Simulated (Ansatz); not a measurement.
# ErCl: the cost of one run

Method: DFT PBE, scalar-relativistic, plane waves, PAW; 4f electrons in the core of a trivalent norm-conserving potential, in Ansatz 0.2.0.

### Step 1. The starting structure

It takes space group Fm-3m (No. 225, cubic). Conventional cell: a = 6.210 Å, b = 6.210 Å, c = 6.210 Å, α = 90.00°, β = 90.00°, γ = 90.00°. Around Er (site symmetry m-3m) lie 6 Cl at 3.10 Å. Cl (site symmetry m-3m) is surrounded by 6 Er at 3.10 Å.

Coordinates:

```xyz
2
Lattice="0.0000 3.1048 3.1048 3.1048 0.0000 3.1048 3.1048 3.1048 0.0000" Properties=species:S:1:pos:R:3 pbc="T T T"
Er    0.0000    0.0000    0.0000
Cl    3.1048    3.1048    3.1048
```

Recipe of the guess: species swapped into a database cell of PrSb (Fm-3m, No. 225), with Er on the Pr sites and Cl on the Sb sites. Its size is a rough estimate.

### Step 2. A first look at the guess

The input, input.yaml:

```yaml
crystal:
  lattice:
    - [0.0, 3.10481597, 3.10481597]
    - [3.10481597, 0.0, 3.10481597]
    - [3.10481597, 3.10481597, 0.0]
  atoms:
    - { symbol: Er, position: [0.0, 0.0, 0.0] }
    - { symbol: Cl, position: [0.5, 0.5, 0.5] }
basis:
  ecutwfc: 770
kpoints:
  mp_grid: { grid: [6, 6, 6] }
hamiltonian:
  xc: pbe
  pseudopotentials:
    kind: paw
    azcp: { Er: "pseudopotentials/pbe/nc/lanthanide_3plus/Er.nc.azcp" }
scf:
  occupations: { method: gaussian, width: 0.1 }
  lower_state_search: "off"
output:
  forces: true
  stress: true
  eigenvalues: true
```

Started as:

```sh
> ansatz run input.yaml --threads 1 --pin off --max-ram 2560MiB --backend cpu --events-out ev --progress --plain --runs-dir out
```

What time and memory should one allow on 1 thread of Intel Xeon at 2.50GHz (Skylake/Cascade Lake), shared host?

About 4.7 s, with a peak of 0.34 GiB.
